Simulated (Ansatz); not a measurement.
**One shape, several levels: SnH2Cl2 (SMILES [Cl][SnH2][Cl])**

We compute a comparison of 6 runs (HF/STO-3G, B2PLYP/def2-SVPD, BHLYP/def2-SVPD, HSE06/def2-SVPD, PBE-QIDH/def2-SVPD, wB97X/def2-SVPD) of SnH2Cl2. 

The results are computed with Ansatz 0.2.0.

54 further runs of the same task are left out: 54 set aside as unsound or not needed.

### Step 1. The molecule

SnH2Cl2 has 5 atoms, charge 0, and is taken as a singlet. As SMILES, `[Cl][SnH2][Cl]`. The Sn2–Cl3 distance was set to 3.011 Å, away from the relaxed value.

Bond lengths: Cl1–Sn2 2.316 Å, Sn2–H4 1.695 Å, Sn2–H5 1.695 Å. Angles: Cl1–Sn2–H4 107.8°, Cl1–Sn2–H5 107.8°, H4–Sn2–H5 118.6°.

### Step 2. The energy at HF/STO-3G (run 1)

Input file run.yaml:

```yaml
crystal:
  periodic: [false, false, false]
  atoms:
    - {symbol: Cl, position_ang: [-1.662464, -0.745706, 1.744232]}
    - {symbol: Sn, position_ang: [0.325236, -0.522406, 0.576332]}
    - {symbol: Cl, position_ang: [-0.250400, 1.295500, -1.753900]}
    - {symbol: H, position_ang: [0.735036, -2.045806, -0.044368]}
    - {symbol: H, position_ang: [1.433836, 0.266794, 1.587132]}
basis:
  gaussian:
    orbitals: STO-3G
hamiltonian:
  xc: hf
accuracy: high
output: {orbitals: {seedname: orbitals}}
```

Run with:

```sh
$ ansatz run run.yaml --threads 1 --pin off --max-ram 3480MiB --events-out events.jsonl --progress --plain --runs-dir runs
```

The log of the run:

```text
Warning: RAYON_NUM_THREADS=1 ignored (pool sized by the plan → 1); use --threads N
Functional definition: HF
  name "HF"
  exchange = exact_x
  correlation = 0
863 factors; integrals over basis functions are off by at most 5.6e-8 eV
mean field evaluation 1: about -187040.0190 eV, gradient 1.5e1 eV
mean field evaluation 2: about -187040.0332 eV, gradient 1.5e1 eV
mean field evaluation 4: about -187042.4877 eV, gradient 6.6e-1 eV
mean field evaluation 8: about -187042.4843 eV, gradient 2.0e-4 eV
mean field -187042.48432339 eV, -6873.6845169350 hartree, gradient 1.9e-8 eV, S^2 0.000000; 0 other end points of the search recorded, 0 dependent functions left out
reference -187042.48432339 eV, -6873.6845169350 hartree; 43, 43 occupied and 4, 4 virtual orbitals, 863 factors
Total energy: -187042.48432339 eV, -6873.6845169350 hartree
```

It took 0.76 s on 1 thread of Arm Neoverse V2, shared host; peak memory 0.12 GiB.

### Step 3. A single-point energy at B2PLYP/def2-SVPD (core potential) (run 2)

Input file in.yaml:

```yaml
crystal:
  periodic: [false, false, false]
  atoms:
    - {symbol: Cl, position_ang: [-1.662464, -0.745706, 1.744232]}
    - {symbol: Sn, position_ang: [0.325236, -0.522406, 0.576332]}
    - {symbol: Cl, position_ang: [-0.250400, 1.295500, -1.753900]}
    - {symbol: H, position_ang: [0.735036, -2.045806, -0.044368]}
    - {symbol: H, position_ang: [1.433836, 0.266794, 1.587132]}
basis:
  gaussian:
    orbitals: def2-SVPD
output: {orbitals: {seedname: orbitals}}
hamiltonian:
  xc: {name: B2PLYP}
accuracy: high
correlation:
  frozen_orbitals: {Cl: 5, H: 0, Sn: 4}
total_charge: 0
```

Run with:

```sh
$ ansatz run in.yaml --threads 1 --pin off --max-ram 3480MiB --events-out events.jsonl --progress --plain --runs-dir runs
```

The log of the run, cut to the lines that bear on the results:

```text
Warning: RAYON_NUM_THREADS=1 ignored (pool sized by the plan → 1); use --threads N
Functional definition: B2PLYP
  name "B2PLYP"
[...]
2095 factors; integrals over basis functions are off by at most 3.1e-9 eV
[...]
mean field -30883.38594753 eV, -1134.9435000608 hartree, gradient 7.5e-8 eV, S^2 0.000000; 0 other end points of the search recorded, 0 dependent functions left out
14 core orbitals not correlated: weight in the atoms' cores, before any rotation towards them, 1.000 or more for the frozen orbitals, at most 0.000 for the correlated occupied ones
reference -30883.38597198 eV, -1134.9435009593 hartree; 15, 15 occupied and 73, 73 virtual orbitals, 2095 factors
second order -13.99888949 eV of doubles, -0.00000000 eV of singles
Total energy: -30887.16567214 eV, -1135.0824023782 hartree
```

It took 14 s on 1 thread of Arm Neoverse V2, shared host; peak memory 0.37 GiB.

Run 3 isn't shown in full; the table further down has it.

### Step 4. The energy at HSE06/def2-SVPD (core potential) (run 4)

Input file molecule.yaml:

```yaml
basis:
  gaussian: {orbitals: def2-SVPD}
crystal:
  periodic: [false, false, false]
  atoms:
    - {symbol: Cl, position_ang: [-1.662464, -0.745706, 1.744232]}
    - {symbol: Sn, position_ang: [0.325236, -0.522406, 0.576332]}
    - {symbol: Cl, position_ang: [-0.250400, 1.295500, -1.753900]}
    - {symbol: H, position_ang: [0.735036, -2.045806, -0.044368]}
    - {symbol: H, position_ang: [1.433836, 0.266794, 1.587132]}
accuracy: high
output: {orbitals: {seedname: orbitals}}
hamiltonian: {xc: {name: HSE06}}
```

Run with:

```sh
$ ansatz run molecule.yaml --threads 1 --pin off --max-ram 3480MiB --events-out events.jsonl --progress --plain --runs-dir runs
```

The log of the run:

```text
Warning: RAYON_NUM_THREADS=1 ignored (pool sized by the plan → 1); use --threads N
Functional definition: HSE06
  name "HSE06"
  parameter a = 0.25
  parameter omega = 0.11/bohr
  exchange = pbe_x - a*pbe_x_sr(omega) + a*exact_x_sr(omega)
  correlation = pbe_c
2095 factors; integrals over basis functions are off by at most 3.1e-9 eV
164 factors; integrals over basis functions are off by at most 1.1e-9 eV
mean field evaluation 1: about -30891.6219 eV, gradient 2.5e1 eV
mean field evaluation 2: about -30880.3468 eV, gradient 6.0e1 eV
mean field evaluation 4: about -30893.7384 eV, gradient 3.9e0 eV
mean field evaluation 8: about -30893.8301 eV, gradient 1.1e-1 eV
mean field evaluation 16: about -30893.8301 eV, gradient 2.3e-5 eV
mean field -30893.83011488 eV, -1135.3273161317 hartree, gradient 4.2e-8 eV, S^2 0.000000; 0 other end points of the search recorded, 0 dependent functions left out
reference -30893.83011894 eV, -1135.3273162807 hartree; 29, 29 occupied and 73, 73 virtual orbitals, 2095 factors
Total energy: -30893.83011894 eV, -1135.3273162807 hartree
```

Wall time 11 s (1 thread of Arm Neoverse V2, shared host); peak memory 0.39 GiB.

Run 5 isn't shown in full; the table further down has it.

### Step 5. The energy at wB97X/def2-SVPD (core potential) (run 6)

Input file in.yaml:

```yaml
crystal:
  periodic: [false, false, false]
  atoms:
    - symbol: Cl
      position_ang: [-1.662464, -0.745706, 1.744232]
    - symbol: Sn
      position_ang: [0.325236, -0.522406, 0.576332]
    - symbol: Cl
      position_ang: [-0.250400, 1.295500, -1.753900]
    - symbol: H
      position_ang: [0.735036, -2.045806, -0.044368]
    - symbol: H
      position_ang: [1.433836, 0.266794, 1.587132]
basis:
  gaussian:
    orbitals: def2-SVPD
hamiltonian:
  xc: {name: wB97X}
accuracy: high
output: {orbitals: {seedname: orbitals}}
```

Run with:

```sh
$ ansatz run in.yaml --threads 1 --pin off --max-ram 3480MiB --events-out events.jsonl --progress --plain --runs-dir runs
```

The log of the run, cut to the lines that bear on the results:

```text
Warning: RAYON_NUM_THREADS=1 ignored (pool sized by the plan → 1); use --threads N
Functional definition: wB97X
  name "wB97X"
[...]
      + exact_x_lr(omega)
[...]
      + integral(e_c_pw_opposite_spin*poly(b97_u_opposite, 1, cos1, cos2, cos3, cos4))
2095 factors; integrals over basis functions are off by at most 3.1e-9 eV
548 factors; integrals over basis functions are off by at most 1.6e-9 eV
[...]
mean field -30903.46326024 eV, -1135.6813276940 hartree, gradient 5.2e-8 eV, S^2 0.000000; 0 other end points of the search recorded, 0 dependent functions left out
reference -30903.46325665 eV, -1135.6813275620 hartree; 29, 29 occupied and 73, 73 virtual orbitals, 2095 factors
Total energy: -30903.46325665 eV, -1135.6813275620 hartree
```

Run time: 38 s. Hardware: 1 thread of Arm Neoverse V2, shared host; peak memory 0.63 GiB.

### Step 6. Overview of the runs

```
run                                level  core potential  frozen core orbitals   energy (Eh)  HOMO energy (eV)  LUMO energy (eV)  HOMO–LUMO gap (eV)  wall time
  1                            HF/STO-3G            none                     –  -6873.684517             -8.67              2.75               11.42     0.76 s
  2    B2PLYP/def2-SVPD (core potential)       def2-SVPD                    14  -1135.082402             -9.18             -2.69                6.49       14 s
  3     BHLYP/def2-SVPD (core potential)       def2-SVPD                     –  -1135.570220             -9.23             -3.00                6.23       11 s
  4     HSE06/def2-SVPD (core potential)       def2-SVPD                     –  -1135.327316             -7.64             -4.17                3.47       11 s
  5  PBE-QIDH/def2-SVPD (core potential)       def2-SVPD                    14  -1134.872510            -10.12             -2.16                7.96       14 s
  6     wB97X/def2-SVPD (core potential)       def2-SVPD                     –  -1135.681328            -10.40             -1.91                8.49       38 s
```

### Step 7. Results

| quantity | value |
| --- | --- |
| run 6: total energy | -1135.68133 Eh |
| run 6: HOMO energy | -10.40 eV |
| run 6: LUMO energy | -1.91 eV |
| run 6: HOMO–LUMO gap | 8.49 eV |

The HOMO–LUMO gap runs from 3.47 eV (HSE06/def2-SVPD) to 11.42 eV (HF/STO-3G). The two ends differ in method and basis and core potential. Totals of different functionals can't be ranked against each other. Some runs of one species differ in core potentials or relativity; totals across that change don't compare. In run 1 the basis is minimal, so the values are rough. In run 1 relativity is left out where basis or elements ask for it. All runs together took 87 s, the longest 38 s.
